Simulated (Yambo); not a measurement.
# Ti2O (P-3m1) in Yambo: a series of runs, part 2 of 2

Yambo 5.3.0. Earlier steps stand in the parts before.

### Step 4. G0W0 quasiparticle levels, PBEsol

Contents of g0w00.in:

```
gw0
dyson
el_el_corr
rim_cut
HF_and_locXC
ppa
em1d
RandQpts= 1000000
RandGvec= 50 RL
EXXRLvcs= 84 Ry
VXCRLvcs= 84 Ry
Chimod= "HARTREE"
% BndsRnXp
 1 | 75 |
%
NGsBlkXp= 12 Ry
% LongDrXp
 1 | 1 | 1 |
%
PPAPntXp= 27.21138 eV
% GbndRnge
 1 | 75 |
%
GTermKind= "BG"
DysSolver= "n"
ExtendOut
% QPkrange
 1 | 1 | 13 | 18 |
 3 | 3 | 13 | 18 |
 10 | 10 | 13 | 18 |
%
```

Contents of scf.in:

```
&CONTROL
  calculation = 'scf'
  prefix = 'pwscf'
  outdir = './tmp'
  pseudo_dir = './pseudo'
/
&SYSTEM
  ibrav = 0
  nat = 3
  ntyp = 2
  ecutwfc = 84
  nbnd = 22
  occupations = 'smearing'
  smearing = 'fd'
  degauss = 0.00367493
  force_symmorphic = .true.
/
&ELECTRONS
  conv_thr = 6d-10
  electron_maxstep = 120
  mixing_beta = 0.5
/
ATOMIC_SPECIES
Ti    47.8670 Ti.upf
O     15.9990 O.upf
CELL_PARAMETERS angstrom
   2.9194000000    0.0000000000    0.0000000000
  -1.4597000000    2.5282745638    0.0000000000
   0.0000000000    0.0000000000    4.7130000000
ATOMIC_POSITIONS crystal
Ti     0.3333333333    0.6666666667    0.7212600000
Ti     0.6666666667    0.3333333333    0.2787400000
O      0.0000000000    0.0000000000    0.0000000000
K_POINTS automatic
12 12 6 0 0 0
```

Contents of nscf.in:

```
&CONTROL
  calculation = 'nscf'
  prefix = 'pwscf'
  outdir = './tmp'
  pseudo_dir = './pseudo'
/
&SYSTEM
  ibrav = 0
  nat = 3
  ntyp = 2
  ecutwfc = 84
  nbnd = 75
  occupations = 'smearing'
  smearing = 'fd'
  degauss = 0.00367493
  force_symmorphic = .true.
/
&ELECTRONS
  conv_thr = 1d-08
  diago_full_acc = .true.
  diago_thr_init = 1d-06
/
ATOMIC_SPECIES
Ti    47.8670 Ti.upf
O     15.9990 O.upf
CELL_PARAMETERS angstrom
   2.9194000000    0.0000000000    0.0000000000
  -1.4597000000    2.5282745638    0.0000000000
   0.0000000000    0.0000000000    4.7130000000
ATOMIC_POSITIONS crystal
Ti     0.3333333333    0.6666666667    0.7212600000
Ti     0.6666666667    0.3333333333    0.2787400000
O      0.0000000000    0.0000000000    0.0000000000
K_POINTS automatic
3 3 4 0 0 0
```

Potentials or basis: PseudoDojo 0.4.1 SR PBEsol standard.

Run with:

```console
> OMP_NUM_THREADS=1 pw.x -in scf.in > scf.out
> OMP_NUM_THREADS=1 pw.x -in nscf.in > nscf.out
> cd tmp/pwscf.save; p2y; mv SAVE ../..; cd ../..
> OMP_NUM_THREADS=1 yambo
> OMP_NUM_THREADS=1 yambo -F g0w00.in -J g0w00 -C g0w00_out
```

Yambo's report:

```text
[... sections 02.01 to 02.04 as in the set-up run ...]

  [02.05] Energies & Occupations
  ==============================

  [X] === General ===
  [X] Electronic Temperature                        :  0.258606E-1   300.100    [eV K]
  [X] Bosonic    Temperature                        :  0.258606E-1   300.100    [eV K]
  [X] Finite Temperature mode                       : yes
  [X] El. density                                   :  0.86239E+24 [cm-3]
  [X] Fermi Level                                   :  16.18279 [eV]

  [X] === Gaps and Widths ===
  [X] Conduction Band Min                           :  16.18279 [eV]
  [X] Valence Band Max                              :  16.18279 [eV]
  [X] Filled Bands                                  :  14
  [X] Metallic Bands                                :  15  17
  [X] Empty Bands                                   :   18   75

  [X] === Metallic Characters ===
  [X] N of el / N of met el                         :  30.00000   1.85025
  [X] Average metallic occ.                         :  0.154188

  [WARNING] [X] Metallic system

 [03] Transferred momenta grid and indexing
 ==========================================

 IBZ Q-points                                      :  10
[... 305 lines left out ...]

  [WR./g0w00//ndb.QP]-------------------------------------------------------------
   Lattice constants                                :  5.516866  4.777746  8.906279
   Coulomb cutoff potential                         : none
   Electronic Temperature                           :  300.1000 [K]
   Bosonic    Temperature                           :  300.1000 [K]
   Green`s function   energies                      : Perdew, Burke & Ernzerhof SOL(X)+Perdew, Burke & Ernzerhof SOL(C)
   wavefunctions                                    : Perdew, Burke & Ernzerhof SOL(X)+Perdew, Burke & Ernzerhof SOL(C)
   PPA    diel. fun.  energies                      : Perdew, Burke & Ernzerhof SOL(X)+Perdew, Burke & Ernzerhof SOL(C)
   wavefunctions                                    : Perdew, Burke & Ernzerhof SOL(X)+Perdew, Burke & Ernzerhof SOL(C)
   QP tot states                                    :  18
   GW solver                                        : Newton
   GW approximation                                 : PPA
   PPA imaginary Energy                             :  27.21138 ev
   RIM G`s                                          :   55
   RIM random pts                                   :  1000000
   dS/dw steps                                      :  2
   dS/dw step                                       :  0.100000 ev
   X G`s                                            :  159 used
   X G`s                                            :  159 disk
   X bands                                          :    1   75
   X poles                                          :  100.0000 o/o
   X e/h E range                                    : -1.000000 -1.000000 ev
   X Hxc Kernel                                     : HARTREE
   X BZ energy Double Grid                          : no
   X Optical Averaged directions                    : none
   Sc/G bands                                       :    1   75
   Sc/G damping                                     :  0.100000 ev
   Sc bands terminator                              : yes
   Sc terminator kind                               : BG
   Sc Terminator pole                               :  40.81708
   Sx RL components                                 :  3027

   QP @ state[ 1 ] K range                          :  1  1
   QP @ state[ 1 ] b range                          :  13  18
   QP @ state[ 2 ] K range                          :  3  3
   QP @ state[ 2 ] b range                          :  13  18
   QP @ state[ 3 ] K range                          :  10  10
   QP @ state[ 3 ] b range                          :  13  18
   GF energies kind                                 : Perdew, Burke & Ernzerhof SOL(X)+Perdew, Burke & Ernzerhof SOL(C)
   GF WF`s kind                                     : Perdew, Burke & Ernzerhof SOL(X)+Perdew, Burke & Ernzerhof SOL(C)
   Xs energies kind                                 : Perdew, Burke & Ernzerhof SOL(X)+Perdew, Burke & Ernzerhof SOL(C)
   Xs WF`s kind                                     : Perdew, Burke & Ernzerhof SOL(X)+Perdew, Burke & Ernzerhof SOL(C)
```

r_setup:

```text
[02] CORE Variables Setup
 =========================

  [02.01] Unit cells
  ==================

  Cell kind             :  HCP
  Atoms in the cell     :  Ti  O
  number of Ti atoms    :  2
  number of O  atoms    :  1
[... 264 lines left out ...]

  [03.01] X indexes
  =================

   [03.01.01] Sigma indexes
   ========================

   [WR./SAVE//ndb.kindx]-----------------------------------------------------------
    Fragmentation                                    : no
    Polarization last K ( bz)                        :   36
    Polarization last K (ibz)                        :  10
    QP states                                        :   1  10
    X grid is uniform                                : yes
    Grids (string)                                   :  X S
    Grids (int-vector)                               :  1  0  0  1
```

Run time: 12 min. Hardware: 1 thread of Intel Xeon at 2.50GHz (Skylake/Cascade Lake), shared host; peak memory 0.35 GiB.

Results:

```yaml
Band_gap_on_the_k_mesh_mean-field_level: none (metal or under the smearing width)
```

Quasiparticle terms (eV):
```tsv
k point	band	Kohn-Sham level	Vxc	Σx	Σc	Z	result
(0.000, 0.000, 0.000)	13	-3.89	-12.80	-16.09	2.85	0.81	-4.25
(0.000, 0.000, 0.000)	14	-0.59	-18.66	-18.67	0.28	0.75	-0.39
(0.000, 0.000, 0.000)	15	0.20	-18.73	-12.74	-5.35	0.75	0.68
(0.000, 0.000, 0.000)	16	0.29	-19.48	-12.76	-6.05	0.74	0.79
(0.000, 0.000, 0.000)	17	0.29	-19.48	-12.76	-6.05	0.74	0.79
(0.000, 0.000, 0.000)	18	0.78	-19.63	-12.92	-6.14	0.73	1.21
(0.000, 0.000, -0.500)	13	-2.19	-16.22	-16.75	0.71	0.75	-2.06
(0.000, 0.000, -0.500)	14	-1.77	-15.19	-18.18	2.67	0.76	-2.01
(0.000, 0.000, -0.500)	15	-0.07	-18.71	-15.01	-3.24	0.74	0.27
(0.000, 0.000, -0.500)	16	-0.07	-18.71	-15.01	-3.25	0.74	0.26
(0.000, 0.000, -0.500)	17	1.27	-20.31	-13.59	-6.03	0.73	1.77
(0.000, 0.000, -0.500)	18	1.82	-20.70	-13.57	-6.51	0.72	2.27
(0.000, 0.333, -0.250)	13	-2.59	-14.53	-16.26	1.61	0.77	-2.69
(0.000, 0.333, -0.250)	14	-1.56	-16.67	-17.14	0.64	0.75	-1.43
(0.000, 0.333, -0.250)	15	-0.72	-17.64	-16.66	-0.71	0.75	-0.52
(0.000, 0.333, -0.250)	16	0.02	-18.58	-13.86	-4.20	0.75	0.41
(0.000, 0.333, -0.250)	17	0.58	-19.60	-12.69	-6.28	0.74	1.06
(0.000, 0.333, -0.250)	18	1.89	-20.62	-12.89	-7.11	0.75	2.35
```

Caveat: the k mesh is coarse (spacing up to 0.83 Å⁻¹), so the values aren't converged; the plasmon-pole model is rough for a metal; the screening block or the number of bands is too small for a converged GW gap; the ground state has no gap, which makes the many-body step unreliable; this version prints the column dSc/dw multiplied by 27.2; the terminator is approximate in this version, by hundredths of an eV; semilocal functionals often make such compounds metallic where correlation or magnetic order opens a gap, which also shifts bond lengths.

### Step 5. Summary

```csv
task,cell,direction of the field or of q to 0,kernel,top of the energy range,energy points,correction of the levels,gap on the mesh (eV)
optical spectrum,cell squeezed,x,Hartree (RPA with local fields),20 eV,200,none,none
optical spectrum by the Bethe-Salpeter equation,cell squeezed,x,screened exchange,20 eV,200,none,-
G0W0 quasiparticle levels,as given,x + y + z,-,-,-,-,none
```

Alike in all rows: level PBEsol; potentials or basis PseudoDojo 0.4.1 SR PBEsol standard; no spin polarisation; k mesh 3 × 3 × 4; cutoff (eV) 1143; smearing fermi-dirac 0.05 eV; the mesh is coarse, so values aren't converged.

Caveats: all runs use coarse meshes; the ground state has no gap, which makes the many-body step unreliable; semilocal functionals often make such compounds metallic where correlation or magnetic order opens a gap, which also shifts bond lengths; the intraband (Drude) term of the metal is left out (some runs); spectra need much finer meshes, so this one isn't converged (some runs); these spectra lack excitons (some runs); the transitions start from uncorrected Kohn-Sham levels, so peaks lie too low (some runs); exciton energies and binding change strongly with the k mesh and aren't converged on this one (some runs).

Total energies depend on the potentials used, so only differences within one code and one set of settings carry meaning.
